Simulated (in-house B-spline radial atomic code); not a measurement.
# La⁹⁺: binding energies from hole states

How much more does a second hole in La⁹⁺ cost because of the first?

Method: Dirac-Hartree-Fock, average of configuration, Fermi nucleus, basis-set limit. Code: in-house B-spline radial atomic code version 1.

## Step 1: The system

```
element       : lanthanum (Z = 57)
charge        : +9
electrons     : 48
configuration : [Kr] 4d10 5s2
Hamiltonian   : Dirac-Coulomb
nucleus       : Fermi, rms radius 4.855 fm
```

Outer shells as boxes (Hund's rule):

[Kr] 4d10 5s2
```
[Kr] core
4d [↑↓][↑↓][↑↓][↑↓][↑↓]
5s [↑↓]
```

Input settings:

```ini
Z = 57
electrons = 48.0
configuration = [Kr] 4d10 5s2
hamiltonian = dirac
method = hf
spin_polarised = False
nucleus = fermi
rms_radius = 4.855
mass_number = 139
atomic_mass = 138.906362927
speed_of_light = 137.035999084
```

This reference run was done before. Its total energy is -8474.200192 hartree, and its levels are (the highest eight at most):

```csv
orbital,occupation,energy (eV),<r> (bohr)
3d3/2,4,-1006.93,0.2567
3d5/2,6,-989.46,0.2604
4s1/2,2,-423.14,0.6511
4p1/2,2,-361.46,0.6725
4p3/2,4,-343.54,0.6968
4d3/2,4,-240.96,0.7485
4d5/2,6,-237.79,0.7574
5s1/2,2,-150.08,1.414
```

Single holes known from earlier runs (ΔSCF): 1s 39216.6 eV, 2p1/2 6051.57 eV, 2p3/2 5638.58 eV, 3p1/2 1352.82 eV, 3p3/2 1270.64 eV, 3d3/2 992.97 eV, 3d5/2 975.76 eV, 4p3/2 341.11 eV, 4d3/2 238.78 eV.

## Step 2: The 3d5/2 and 3d3/2 holes

In configurations, a minus sign after the shell means j = l − 1/2 and a plus sign j = l + 1/2; the count of electrons follows.

Input settings:

```ini
Z = 57
electrons = 46.0
configuration = 1s2 2s2 2p6 3s2 3p6 3d-3 3d+5 4s2 4p6 4d10 5s2
hamiltonian = dirac
method = hf
spin_polarised = False
nucleus = fermi
rms_radius = 4.855
mass_number = 139
atomic_mass = 138.906362927
speed_of_light = 137.035999084
```

## Step 3: The 3p3/2 and 3p1/2 holes

Changes to the settings of step 2:

```diff
@@ -2,3 +2,3 @@
 electrons = 46.0
-configuration = 1s2 2s2 2p6 3s2 3p6 3d-3 3d+5 4s2 4p6 4d10 5s2
+configuration = 1s2 2s2 2p6 3s2 3p-1 3p+3 3d10 4s2 4p6 4d10 5s2
 hamiltonian = dirac
```

## Step 4: The 1s and 4p3/2 holes

Changes to the settings of step 3:

```diff
@@ -2,3 +2,3 @@
 electrons = 46.0
-configuration = 1s2 2s2 2p6 3s2 3p-1 3p+3 3d10 4s2 4p6 4d10 5s2
+configuration = 1s1 2s2 2p6 3s2 3p6 3d10 4s2 4p-2 4p+3 4d10 5s2
 hamiltonian = dirac
```

## Step 5: The 2p1/2 and 2p1/2 holes

Changes to the settings of step 4:

```diff
@@ -2,3 +2,3 @@
 electrons = 46.0
-configuration = 1s1 2s2 2p6 3s2 3p6 3d10 4s2 4p-2 4p+3 4d10 5s2
+configuration = 1s2 2s2 2p+4 3s2 3p6 3d10 4s2 4p6 4d10 5s2
 hamiltonian = dirac
```

## Step 6: The 1s and 2p1/2 holes

Changes to the settings of step 5:

```diff
@@ -2,3 +2,3 @@
 electrons = 46.0
-configuration = 1s2 2s2 2p+4 3s2 3p6 3d10 4s2 4p6 4d10 5s2
+configuration = 1s1 2s2 2p-1 2p+4 3s2 3p6 3d10 4s2 4p6 4d10 5s2
 hamiltonian = dirac
```

## Step 7: The 2p3/2 and 3d3/2 holes

Changes to the settings of step 6:

```diff
@@ -2,3 +2,3 @@
 electrons = 46.0
-configuration = 1s1 2s2 2p-1 2p+4 3s2 3p6 3d10 4s2 4p6 4d10 5s2
+configuration = 1s2 2s2 2p-2 2p+3 3s2 3p6 3d-3 3d+6 4s2 4p6 4d10 5s2
 hamiltonian = dirac
```

## Step 8: The 3p1/2 and 4d3/2 holes

Changes to the settings of step 7:

```diff
@@ -2,3 +2,3 @@
 electrons = 46.0
-configuration = 1s2 2s2 2p-2 2p+3 3s2 3p6 3d-3 3d+6 4s2 4p6 4d10 5s2
+configuration = 1s2 2s2 2p6 3s2 3p-1 3p+4 3d10 4s2 4p6 4d-3 4d+6 5s2
 hamiltonian = dirac
```

Before running: What does each hole state cost in eV, and how does that compare with the orbital energies or single holes?

**Answer**, as computed:

| two holes | ΔSCF (eV) | less the two single holes (eV) |
| --- | --- | --- |
| 3d5/2 and 3d3/2 | 2035.34 | 66.61 |
| 3p3/2 and 3p1/2 | 2682.41 | 58.96 |
| 1s and 4p3/2 | 39596.5 | 38.79 |
| 2p1/2 and 2p1/2 | 12308.2 | 205.09 |
| 1s and 2p1/2 | 45549.1 | 280.91 |
| 2p3/2 and 3d3/2 | 6714.91 | 83.36 |
| 3p1/2 and 4d3/2 | 1625.02 | 33.42 |

**Reading.** Two holes cost more than the sum of each, because the second electron leaves a more charged ion. The excess runs from 33.4 eV (3p1/2 and 4d3/2) to 280.9 eV (1s and 2p1/2); it tends to be largest where both holes are compact. Values are for the free ion, measured from the vacuum level.
